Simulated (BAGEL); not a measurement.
# Si2H3OF2 (SMILES F[Si](F)O[SiH3]) at ROHF/def2-SVP (density fitting with qzvpp-jkfit)

What is the vertical doublet–quartet gap of Si2H3OF2 at ROHF/def2-SVP (density fitting with qzvpp-jkfit)? 

The calculation is run with BAGEL 1.2.2.

8 further runs of the same task are left out: 7 that didn't finish, 1 set aside as unsound or not needed. Runs told in other sessions of the task aren't counted.

**1. The system as given**

The species is Si2H3OF2 (8 atoms), meant as a doublet with charge 0. SMILES: `F[Si](F)O[SiH3]`. Geometry: relaxed at PBE0-D4/def2-TZVP. This is one conformer, not always the lowest.

Bond lengths: F1–Si2 1.590 Å, Si2–F3 1.587 Å, Si2–O4 1.607 Å, O4–Si5 1.646 Å, Si5–H6 1.484 Å, Si5–H7 1.481 Å, Si5–H8 1.482 Å. Angles: F1–Si2–F3 106.7°, F1–Si2–O4 109.7°, F3–Si2–O4 108.2°, Si2–O4–Si5 152.1°, O4–Si5–H6 109.4°, O4–Si5–H7 107.8°, O4–Si5–H8 109.3°, H6–Si5–H7 110.1°, H6–Si5–H8 109.9°, H7–Si5–H8 110.3°.

**2. The energy at ROHF/def2-SVP (density fitting with qzvpp-jkfit)**

The input, job.json:

```json
{ "bagel" : [

{
  "title" : "molecule",
  "basis" : "svp",
  "df_basis" : "qzvpp-jkfit",
  "angstrom" : true,
  "geometry" : [
    { "atom" : "F", "xyz" : [    0.224200,   -2.121800,    1.524700 ] },
    { "atom" : "Si", "xyz" : [   -0.441900,   -1.746500,    0.130600 ] },
    { "atom" : "F", "xyz" : [    0.109000,   -2.787900,   -0.932500 ] },
    { "atom" : "O", "xyz" : [    0.028200,   -0.276100,   -0.316200 ] },
    { "atom" : "Si", "xyz" : [    0.039600,    1.361700,   -0.147900 ] },
    { "atom" : "H", "xyz" : [   -1.326000,    1.832700,    0.191200 ] },
    { "atom" : "H", "xyz" : [    0.474900,    1.945300,   -1.437300 ] },
    { "atom" : "H", "xyz" : [    0.984100,    1.735600,    0.931700 ] }
  ]
},
{ "title" : "rohf", "nopen" : 1 },
{ "title" : "print", "file" : "orbitals.molden", "orbitals" : true }

]}
```

On the command line:

```sh
$ BAGEL_NUM_THREADS=1 BAGEL job.json > job.out
```

Standard output:

```text
* using 1 threads per process

  ===============================================================
  ===============================================================

  *** Geometry ***

  { "atom" : "F", "xyz" : [      0.423677,     -4.009621,      2.881265 ] },
  { "atom" : "Si", "xyz" : [     -0.835070,     -3.300407,      0.246798 ] },
  { "atom" : "F", "xyz" : [      0.205980,     -5.268367,     -1.762170 ] },
  { "atom" : "O", "xyz" : [      0.053290,     -0.521753,     -0.597531 ] },
  { "atom" : "Si", "xyz" : [      0.074833,      2.573240,     -0.279490 ] },
  { "atom" : "H", "xyz" : [     -2.505777,      3.463301,      0.361316 ] },
  { "atom" : "H", "xyz" : [      0.897431,      3.676084,     -2.716103 ] },
  { "atom" : "H", "xyz" : [      1.859679,      3.279809,      1.760658 ] },

  Number of auxiliary basis functions:      541

  Since a DF basis is specified, we compute 2- and 3-index integrals:
    o Being stored without compression. Storage requirement is 0.037 GB

  Number of basis functions:       93
  Number of electrons      :       57

    * METHOD: MOLECULE                             0.21

  *** Open-shell HF ***

  === Nuclear Repulsion ===
   301.3145912380

      * DIIS with orbital gradients will be used.

  === ROHF iteration (svp) ===
      0       -852.79250654          0.04104829           0.15
      1       -852.99548016          0.02742795           0.14
      2       -853.06849496          0.01693329           0.15
      3       -853.11457337          0.00088432           0.15
      4       -853.11500074          0.00044457           0.15
      5       -853.11511630          0.00009110           0.15
      6       -853.11513494          0.00002844           0.15
      7       -853.11514150          0.00000701           0.15
      8       -853.11514382          0.00000172           0.15
      9       -853.11514414          0.00000056           0.15
     10       -853.11514416          0.00000022           0.15
     11       -853.11514417          0.00000009           0.14
     12       -853.11514417          0.00000003           0.15
     13       -853.11514417          0.00000001           0.15
     14       -853.11514417          0.00000000           0.15
    * SCF iteration converged.

    * S^2 (ROHF) is 0.7500

    * Permanent dipole moment:
           (    0.571759,    -0.770632,    -0.006292) a.u.

    * METHOD: ROHF                                 2.37

    * METHOD: PRINT                                0.01

  ===============================================================
```

Run time: 2.8 s. Hardware: 1 thread of AMD EPYC 9R45 (Zen 5), shared host; peak memory 0.15 GiB.

**3. The quartet, same level**

The input, calc.json:

```json
{ "bagel" : [

{
  "title" : "molecule",
  "basis" : "svp",
  "df_basis" : "qzvpp-jkfit",
  "angstrom" : true,
  "geometry" : [
    { "atom" : "F", "xyz" : [       0.224200,      -2.121800,       1.524700 ] },
    { "atom" : "Si", "xyz" : [      -0.441900,      -1.746500,       0.130600 ] },
    { "atom" : "F", "xyz" : [       0.109000,      -2.787900,      -0.932500 ] },
    { "atom" : "O", "xyz" : [       0.028200,      -0.276100,      -0.316200 ] },
    { "atom" : "Si", "xyz" : [       0.039600,       1.361700,      -0.147900 ] },
    { "atom" : "H", "xyz" : [      -1.326000,       1.832700,       0.191200 ] },
    { "atom" : "H", "xyz" : [       0.474900,       1.945300,      -1.437300 ] },
    { "atom" : "H", "xyz" : [       0.984100,       1.735600,       0.931700 ] }
  ]
},

{ "title" : "rohf", "nopen" : 3 },

{ "title" : "print", "file" : "orbitals.molden", "orbitals" : true }

]}
```

On the command line:

```sh
$ BAGEL_NUM_THREADS=1 BAGEL calc.json > calc.out
```

Standard output:

```text
* using 1 threads per process

  ===============================================================
  ===============================================================

  *** Geometry ***

  { "atom" : "F", "xyz" : [      0.423677,     -4.009621,      2.881265 ] },
  { "atom" : "Si", "xyz" : [     -0.835070,     -3.300407,      0.246798 ] },
  { "atom" : "F", "xyz" : [      0.205980,     -5.268367,     -1.762170 ] },
  { "atom" : "O", "xyz" : [      0.053290,     -0.521753,     -0.597531 ] },
  { "atom" : "Si", "xyz" : [      0.074833,      2.573240,     -0.279490 ] },
  { "atom" : "H", "xyz" : [     -2.505777,      3.463301,      0.361316 ] },
  { "atom" : "H", "xyz" : [      0.897431,      3.676084,     -2.716103 ] },
  { "atom" : "H", "xyz" : [      1.859679,      3.279809,      1.760658 ] },

  Number of auxiliary basis functions:      541

  Since a DF basis is specified, we compute 2- and 3-index integrals:
    o Being stored without compression. Storage requirement is 0.037 GB

  Number of basis functions:       93
  Number of electrons      :       57

    * METHOD: MOLECULE                             0.21

  *** Open-shell HF ***

  === Nuclear Repulsion ===
   301.3145912380

      * DIIS with orbital gradients will be used.

  === ROHF iteration (svp) ===
      0       -852.42731769          0.04135829           0.16
      1       -852.61790596          0.03123174           0.15
      2       -852.69929641          0.02185905           0.15
      3       -852.78136079          0.00210756           0.15
      4       -852.78386869          0.00140049           0.15
      5       -852.78664330          0.00115762           0.15
      6       -852.78934079          0.00098233           0.15
      7       -852.79202425          0.00058826           0.15
      8       -852.79312437          0.00038401           0.15
      9       -852.79336508          0.00019330           0.15
     10       -852.79346280          0.00009898           0.16
     11       -852.79352853          0.00005476           0.16
     12       -852.79352767          0.00003246           0.15
     13       -852.79352990          0.00002074           0.15
     14       -852.79353392          0.00001502           0.15
     15       -852.79353354          0.00001087           0.15
     16       -852.79353538          0.00000749           0.15
     17       -852.79353544          0.00000375           0.15
     18       -852.79353471          0.00000196           0.15
     19       -852.79353418          0.00000138           0.16
     20       -852.79353407          0.00000083           0.15
     21       -852.79353424          0.00000054           0.15
     22       -852.79353432          0.00000036           0.16
     23       -852.79353437          0.00000022           0.15
     24       -852.79353439          0.00000013           0.15
     25       -852.79353441          0.00000007           0.15
     26       -852.79353440          0.00000003           0.15
     27       -852.79353438          0.00000002           0.15
     28       -852.79353438          0.00000001           0.16
     29       -852.79353438          0.00000001           0.15
    * SCF iteration converged.

    * S^2 (ROHF) is 3.7500

    * Permanent dipole moment:
           (   -0.020590,    -0.561480,    -0.648595) a.u.

    * METHOD: ROHF                                 4.75

    * METHOD: PRINT                                0.01

  ===============================================================
```

Run time: 5.4 s. Hardware: 1 thread of AMD EPYC 9R45 (Zen 5), shared host; peak memory 0.15 GiB.

**4. Results**

Level: ROHF/def2-SVP (density fitting with qzvpp-jkfit).

```
                                        quantity          value
                           doublet: total energy  -853.11514 Eh
                          doublet: dipole moment         2.44 D
                                   doublet: ⟨S²⟩          0.750
                           quartet: total energy  -852.79353 Eh
                          quartet: dipole moment         2.18 D
                                   quartet: ⟨S²⟩          3.750
vertical energy of the quartet above the doublet       8.751 eV
```

In words: At this shape the quartet lies 8.75 eV (202 kcal/mol) above the doublet.
